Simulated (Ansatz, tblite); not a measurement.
# C₅₈H₄₂Si₂: rung by rung

How do method and basis change the picture of C₅₈H₄₂Si₂ (singlet)?

Method: as each input shows; program: Ansatz 0.2.0, Gaussian basis.

Plan: GFN1-xTB, GFN2-xTB, PBE-D4/def2-TZVP, r2SCAN-D4/def2-TZVP, revPBE-D4/def2-TZVP, PBE-D4/def2-SVP, PBE0-D4/def2-SVP, HF/STO-3G, MP2/def2-SVP, RPA/def2-SVP.

1 further run of the same task is left out (set aside as unsound or not needed). Runs told in other sessions of the task aren't counted.

**1. The geometry**

The geometry is that of the singlet, from an earlier relaxation (PBE-D4/def2-SVP).

SMILES `C[Si](C)(C)C#CC#Cc1ccc(C#Cc2ccc(C#Cc3ccc(C#Cc4ccc(C#Cc5ccc(C#Cc6ccc(C#C[Si](C)(C)C)cc6)cc5)cc4)cc3)cc2)cc1`, 102 atoms, charge 0, spin multiplicity 1.

Bond lengths: C1–Si2 1.890 Å, C1–H61 1.109 Å, C1–H62 1.110 Å, C1–H63 1.109 Å, Si2–C3 1.890 Å, Si2–C4 1.890 Å, Si2–C5 1.850 Å, C3–H64 1.109 Å, C3–H65 1.110 Å, C3–H66 1.109 Å, C4–H67 1.109 Å, C4–H68 1.109 Å, C4–H69 1.110 Å, C5–C6 1.244 Å, C6–C7 1.360 Å, C7–C8 1.240 Å, C8–C9 1.417 Å, C9–C10 1.423 Å and more. Angles: Si2–C1–H61 111.0°, Si2–C1–H62 110.4°, Si2–C1–H63 111.0°, H61–C1–H62 108.1°, H61–C1–H63 108.0°, H62–C1–H63 108.1°, C1–Si2–C3 110.6°, C1–Si2–C4 110.6°, C1–Si2–C5 108.2°, C3–Si2–C4 110.7°, C3–Si2–C5 108.3°, C4–Si2–C5 108.3°, Si2–C3–H64 111.0°, Si2–C3–H65 110.4°, Si2–C3–H66 111.0°, H64–C3–H65 108.1°, H64–C3–H66 108.0°, H65–C3–H66 108.1° and more.

PBE0-D4/def2-TZVP was run before; its log isn't repeated, and its numbers join the tables.

**2. GFN1-xTB**

Tight binding, by tblite at 300 K electronic temperature and without a spin-polarisation term:

```python
tblite.interface.Calculator('GFN1-xTB', numbers, positions, charge=0, uhf=0).singlepoint()
```

Energy -4040.3045 eV, HOMO -10.75 eV, LUMO -8.87 eV; 0.78 s.

**3. GFN2-xTB**

Tight binding, by tblite at 300 K electronic temperature and without a spin-polarisation term:

```python
tblite.interface.Calculator('GFN2-xTB', numbers, positions, charge=0, uhf=0).singlepoint()
```

Energy -4041.5121 eV, HOMO -9.74 eV, LUMO -7.84 eV; 0.74 s.

**4. PBE-D4/def2-TZVP**

start.molden holds the orbitals of an earlier run on this state, given as this run's starting guess.

Input file in.yaml:

```yaml
crystal:
  periodic: [false, false, false]
  atoms:
    - {symbol: C, position_ang: [-25.146099, 0.637413, 3.793672]}
    - {symbol: Si, position_ang: [-24.867940, 0.665506, 1.924122]}
    - {symbol: C, position_ang: [-25.496450, 2.285896, 1.181447]}
    - {symbol: C, position_ang: [-25.707637, -0.815632, 1.103506]}
    - {symbol: C, position_ang: [-23.049148, 0.550147, 1.608775]}
    - {symbol: C, position_ang: [-21.824741, 0.474153, 1.404016]}
    - {symbol: C, position_ang: [-20.485210, 0.392178, 1.183477]}
    - {symbol: C, position_ang: [-19.262975, 0.318409, 0.986921]}
    - {symbol: C, position_ang: [-17.865148, 0.237475, 0.770806]}
    - {symbol: C, position_ang: [-17.086577, 1.416065, 0.599912]}
    - {symbol: C, position_ang: [-15.711523, 1.337085, 0.397524]}
    - {symbol: C, position_ang: [-15.051676, 0.077667, 0.358100]}
    - {symbol: C, position_ang: [-13.648260, 0.000111, 0.165792]}
    - {symbol: C, position_ang: [-12.425520, -0.063346, 0.009921]}
    - {symbol: C, position_ang: [-11.017934, -0.130552, -0.153996]}
    - {symbol: C, position_ang: [-10.333437, -1.375000, -0.081912]}
    - {symbol: C, position_ang: [-8.949765, -1.437008, -0.223287]}
    - {symbol: C, position_ang: [-8.186775, -0.257830, -0.446371]}
    - {symbol: C, position_ang: [-6.774883, -0.316483, -0.572220]}
    - {symbol: C, position_ang: [-5.544888, -0.359207, -0.665745]}
    - {symbol: C, position_ang: [-4.129433, -0.398950, -0.754949]}
    - {symbol: C, position_ang: [-3.414521, -1.599042, -0.490314]}
    - {symbol: C, position_ang: [-2.024045, -1.630016, -0.554358]}
    - {symbol: C, position_ang: [-1.284043, -0.463383, -0.890111]}
    - {symbol: C, position_ang: [0.133824, -0.487440, -0.936030]}
    - {symbol: C, position_ang: [1.367813, -0.497944, -0.960216]}
    - {symbol: C, position_ang: [2.786569, -0.498219, -0.970930]}
    - {symbol: C, position_ang: [3.510500, 0.634051, -1.435242]}
    - {symbol: C, position_ang: [4.902516, 0.642848, -1.428437]}
    - {symbol: C, position_ang: [5.636169, -0.478504, -0.952850]}
    - {symbol: C, position_ang: [7.054540, -0.459136, -0.926118]}
    - {symbol: C, position_ang: [8.288006, -0.431760, -0.890882]}
    - {symbol: C, position_ang: [9.705245, -0.389959, -0.838382]}
    - {symbol: C, position_ang: [10.443482, -1.433000, -0.214703]}
    - {symbol: C, position_ang: [11.833329, -1.382351, -0.148758]}
    - {symbol: C, position_ang: [12.549784, -0.287832, -0.706010]}
    - {symbol: C, position_ang: [13.965481, -0.229273, -0.629076]}
    - {symbol: C, position_ang: [15.195956, -0.170757, -0.555497]}
    - {symbol: C, position_ang: [16.610705, -0.096671, -0.465106]}
    - {symbol: C, position_ang: [17.321413, 0.981357, -1.060936]}
    - {symbol: C, position_ang: [18.709225, 1.058336, -0.966206]}
    - {symbol: C, position_ang: [19.446822, 0.062003, -0.271738]}
    - {symbol: C, position_ang: [20.864501, 0.144935, -0.170648]}
    - {symbol: C, position_ang: [22.095582, 0.220381, -0.081027]}
    - {symbol: Si, position_ang: [23.935607, 0.337796, 0.056192]}
    - {symbol: C, position_ang: [24.705856, -0.962871, -1.079744]}
    - {symbol: C, position_ang: [24.422470, 0.014758, 1.854277]}
    - {symbol: C, position_ang: [24.463224, 2.074288, -0.472515]}
    - {symbol: C, position_ang: [18.737565, -1.016780, 0.321657]}
    - {symbol: C, position_ang: [17.349737, -1.095153, 0.226845]}
    - {symbol: C, position_ang: [11.811888, 0.751379, -1.336490]}
    - {symbol: C, position_ang: [10.422028, 0.702164, -1.400027]}
    - {symbol: C, position_ang: [4.912319, -1.613483, -0.495193]}
    - {symbol: C, position_ang: [3.520150, -1.623909, -0.505942]}
    - {symbol: C, position_ang: [-1.999760, 0.733647, -1.166780]}
    - {symbol: C, position_ang: [-3.389797, 0.765733, -1.098520]}
    - {symbol: C, position_ang: [-8.872613, 0.985342, -0.528985]}
    - {symbol: C, position_ang: [-10.255752, 1.047805, -0.384371]}
    - {symbol: C, position_ang: [-15.831231, -1.100364, 0.524037]}
    - {symbol: C, position_ang: [-17.206648, -1.022970, 0.725370]}
    - {symbol: H, position_ang: [-24.755762, -0.299466, 4.239773]}
    - {symbol: H, position_ang: [-26.229716, 0.704897, 4.024501]}
    - {symbol: H, position_ang: [-24.634794, 1.489879, 4.284577]}
    - {symbol: H, position_ang: [-24.988370, 3.157376, 1.641377]}
    - {symbol: H, position_ang: [-26.587909, 2.392370, 1.352857]}
    - {symbol: H, position_ang: [-25.313814, 2.319954, 0.088468]}
    - {symbol: H, position_ang: [-25.323921, -1.769831, 1.517534]}
    - {symbol: H, position_ang: [-25.527681, -0.819435, 0.009563]}
    - {symbol: H, position_ang: [-26.804013, -0.781591, 1.273230]}
    - {symbol: H, position_ang: [-17.585999, 2.395621, 0.632481]}
    - {symbol: H, position_ang: [-15.118687, 2.254813, 0.269419]}
    - {symbol: H, position_ang: [-10.912915, -2.293302, 0.092995]}
    - {symbol: H, position_ang: [-8.430519, -2.404561, -0.160526]}
    - {symbol: H, position_ang: [-3.976179, -2.506710, -0.226519]}
    - {symbol: H, position_ang: [-1.481432, -2.562317, -0.341558]}
    - {symbol: H, position_ang: [2.953744, 1.509334, -1.799776]}
    - {symbol: H, position_ang: [5.451707, 1.525119, -1.787540]}
    - {symbol: H, position_ang: [9.900084, -2.283440, 0.222207]}
    - {symbol: H, position_ang: [12.393372, -2.192749, 0.340177]}
    - {symbol: H, position_ang: [16.760024, 1.759418, -1.600042]}
    - {symbol: H, position_ang: [19.249391, 1.897371, -1.430148]}
    - {symbol: H, position_ang: [24.408292, -0.795770, -2.134648]}
    - {symbol: H, position_ang: [24.383175, -1.983624, -0.791118]}
    - {symbol: H, position_ang: [25.813612, -0.922117, -1.022751]}
    - {symbol: H, position_ang: [25.523934, 0.075760, 1.976774]}
    - {symbol: H, position_ang: [24.095164, -0.993524, 2.179363]}
    - {symbol: H, position_ang: [23.958383, 0.759830, 2.531644]}
    - {symbol: H, position_ang: [23.998909, 2.845002, 0.175445]}
    - {symbol: H, position_ang: [25.565463, 2.185150, -0.404447]}
    - {symbol: H, position_ang: [24.160692, 2.279752, -1.519295]}
    - {symbol: H, position_ang: [19.299687, -1.793779, 0.861483]}
    - {symbol: H, position_ang: [16.810511, -1.934340, 0.691618]}
    - {symbol: H, position_ang: [12.355430, 1.601901, -1.773025]}
    - {symbol: H, position_ang: [9.861813, 1.513615, -1.886973]}
    - {symbol: H, position_ang: [5.468961, -2.487551, -0.127596]}
    - {symbol: H, position_ang: [2.971040, -2.506120, -0.146545]}
    - {symbol: H, position_ang: [-1.438004, 1.641306, -1.430368]}
    - {symbol: H, position_ang: [-3.932268, 1.698895, -1.307877]}
    - {symbol: H, position_ang: [-8.293027, 1.903643, -0.703598]}
    - {symbol: H, position_ang: [-10.774715, 2.015695, -0.444154]}
    - {symbol: H, position_ang: [-15.331917, -2.080128, 0.493147]}
    - {symbol: H, position_ang: [-17.799592, -1.940433, 0.854098]}
basis:
  gaussian: {orbitals: def2-TZVP, fitting: {mean_field: def2-universal-jkfit}, initial_orbitals: start.molden}
hamiltonian: {xc: pbe, dispersion: d4}
scf: {omitted_lower_state_checks: [starts]}
output: {orbitals: {seedname: orbitals}}
```

Launch:

```console
> ansatz run in.yaml --threads 11 --pin off --events-out ev --progress --plain --max-ram 110592MiB --backend cuda --devices 0, --max-vram 75GiB
```

The runs that follow: r2SCAN-D4/def2-TZVP; revPBE-D4/def2-TZVP; PBE-D4/def2-SVP; PBE0-D4/def2-SVP; HF/STO-3G; MP2/def2-SVP; RPA/def2-SVP.

Before running them: what should the planned runs give, taken together? Wanted: gap in def2-TZVP, named functionals, smallest and largest; correlation energy, MP2/def2-SVP; binding an atom, functionals in def2-TZVP; PBE0 total energy, smallest basis above largest.

The runs gave:

| quantity | value |
| --- | --- |
| gap in def2-TZVP, named functionals, smallest and largest | 1.74 eV (PBE-D4), 3.03 eV (PBE0-D4) |
| correlation energy, MP2/def2-SVP | -209.18 eV |
| binding an atom, functionals in def2-TZVP | 5.24 (r2SCAN-D4) to 5.42 eV (PBE-D4) |
| PBE0 total energy, smallest basis above largest | 68.75 eV (def2-SVP, def2-TZVP) |

**Reading.** Orbital gaps of the named functionals in def2-TZVP span 1.74 eV (PBE-D4) to 3.03 eV (PBE0-D4); exact exchange widens it.
